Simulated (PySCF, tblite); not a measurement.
**C7H7O2 radical: geometry, infrared bands and EPR parameters**

Aim: predict the infrared bands and EPR parameters of C7H7O2 radical (`CC1=[C]C(=O)C(=O)CC1`).

Computed with tblite 0.8.0 and PySCF 2.14.0, with density-fitted response routines of our own, on a single molecule in the gas phase. Atoms count from 0, in the outputs and in this text.

## 1. Starting geometry

16 atoms, charge 0, multiplicity 2; geometry from: force field or distance geometry start.

Bonds of the start (Å): C0–C1 1.50, C1–C2 1.28, C2–C3 1.44, C3–O4 1.21, C3–C5 1.55, C5–O6 1.22, C5–C7 1.54, C7–C8 1.56, C8–C1 1.52, C0–H9 1.09, C0–H10 1.09, C0–H11 1.09, C7–H12 1.10, C7–H13 1.10, C8–H14 1.08, C8–H15 1.09.

## 2. Optimising the geometry with GFN2-xTB

The job: settings as JSON, then the geometry in Å.

```
{"job": {"kind": "relax", "xc": "GFN2-xTB", "basis": "xTB"}, "charge": 0, "multiplicity": 2}
C      2.343200     0.564400    -0.295100
C      0.865200     0.403100    -0.077900
C     -0.001900     1.347700    -0.028800
C     -1.438300     1.477900     0.014200
O     -2.018700     2.535000     0.003600
C     -2.114500     0.082100     0.104000
O     -3.312100    -0.055400    -0.059900
C     -1.156400    -1.064800     0.485400
C      0.275200    -1.000900    -0.118600
H      2.605800     0.214100    -1.288900
H      2.899400    -0.008300     0.443200
H      2.631400     1.613500    -0.206200
H     -1.101100    -1.076400     1.586200
H     -1.625000    -2.011900     0.167700
H      0.911600    -1.696300     0.416500
H      0.228500    -1.315000    -1.156900
```

Run with:

```sh
$ OMP_NUM_THREADS=1 python probes_run.py task.json out
```

The driver reads the jobs from task.json and runs them one after another.

**Question.** This job is followed by: GFN2-xTB harmonic vibrations, gas phase; UKS B3LYP, pcH-1 on C H O, non-relativistic, mean-field spin-orbit, GIAO. What will the session give for the following? strongest single infrared mode (GFN2-xTB); zero-point energy (GFN2-xTB); g(iso) (B3LYP); ⟨S²⟩; largest a(iso) (averaged by class); potential on the surface of density 0.002 e/bohr³, 1st and 99th percentile.

The runs gave:

```
                                                                  quantity                  value
                                 strongest single infrared mode (GFN2-xTB)  1844 cm⁻¹, 771 km/mol
                                              zero-point energy (GFN2-xTB)          75.0 kcal/mol
                                                            g(iso) (B3LYP)                2.00256
                                                                      ⟨S²⟩     0.766 (exact 0.75)
                                        largest a(iso) (averaged by class)   13C on C2, 144.1 MHz
potential on the surface of density 0.002 e/bohr³, 1st and 99th percentile     -1.57 V and 1.33 V
```

What this shows: Over 173 steps the energy fell by 0.525 eV; of the close pairs, C2–C3 changed most, 1.443 to 1.384 Å. No mode is imaginary among the 42: a minimum at this level. The strongest single mode, at 1844 cm⁻¹, is carried by C3, C5, O4, O6. Unscaled tight-binding wavenumbers are off by several per cent, some by more. Its intensities can rank the bands wrongly. C2 carries the largest spin population, 0.69 e. The isotropic g lies 0.2 ppt above the free-electron value.
